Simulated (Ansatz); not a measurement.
A nudged elastic band was laid between two geometries of a periodic cell of 17 atoms, W₈C₈O (surface WC(001), adsorbate O).

All numbers below come from Ansatz 0.2.0, DFT PBE, scalar-relativistic, plane waves, PAW. Settings: PAW set soft_1, cutoff 420 eV, k mesh 5x5x1, gaussian smearing 0.1 eV, no spin polarisation.

| Quantity | Value |
| --- | --- |
| movable images | 7 |
| climbing image | yes |
| spring | 5.0 eV/Å² |
| optimiser | fire |
| start path | IDPP |
| force threshold | 0.05 eV/Å |
| iteration limit | 36 |
| end points | relaxed |
| atoms held | 1, 5, 9, 13 |

Image 0:

```xyz
17
Lattice="5.7974 0.0000 0.0000 -2.8987 5.0207 0.0000 0.0000 0.0000 17.2443" Properties=species:S:1:pos:R:3
W 0.000 0.000 1.000
C 1.449 0.818 2.315
W 0.024 -0.014 3.841
C 1.449 0.813 4.994
W -1.449 2.510 1.000
C -0.016 3.356 2.315
W -1.449 2.538 3.841
C -0.021 3.359 4.994
W 2.899 0.000 1.000
C 4.348 0.837 2.371
W 2.875 -0.014 3.841
C 4.348 0.837 5.361
W 1.449 2.510 1.000
C 2.915 3.356 2.315
W 1.449 2.510 3.918
C 2.919 3.359 4.994
O -1.449 0.836 6.539
```

Image 8:

Only the atoms that move by more than 0.05 Å are listed.
```
C2 1.449 0.837 2.371
C4 1.450 0.837 5.361
W7 -1.449 2.510 3.918
C10 4.348 0.818 2.315
C12 4.348 0.813 4.994
W15 1.449 2.538 3.841
O17 1.450 0.836 6.539
```

Task: What changes between the two ends?

Result: The atom that moves furthest is O17, by 2.90 Å; four of its nearest neighbours are C12 1.18, W3 3.19, W11 3.19, W7 3.19 Å at the first end and C4 1.18, W11 3.19, W3 3.19, W15 3.19 Å at the last.

Task: Give the energies along the band, and the barrier.

Result: It did not converge within its limit. The highest image is number 4 of 0 to 8, 1.26 eV above the ends, which have the same energy within 2 meV. The band didn't meet its force threshold, so its energies are provisional: the largest band force was still 0.23 eV/Å, and over the last iterations the top stayed at 1.26 eV. Limits of this set-up: coarse k mesh, thin slab, slab without dipole correction, a typed lattice constant that wasn't relaxed here.

```csv
image,path coordinate (Å),energy (eV),C12–O17 (Å),C4–O17 (Å)
0,0.00,0.00,1.18,3.28
1,0.45,0.11,1.18,2.95
2,0.91,0.27,1.20,2.57
3,1.39,0.73,1.26,2.07
4,1.86,1.26,1.46,1.46
5,2.34,0.73,2.07,1.26
6,2.82,0.27,2.57,1.20
7,3.28,0.11,2.96,1.18
8,3.73,0.00,3.28,1.18
```

Run time: 75 min on 4 threads of Arm Neoverse V1, with other jobs on the host, peak memory 3.7 GiB.
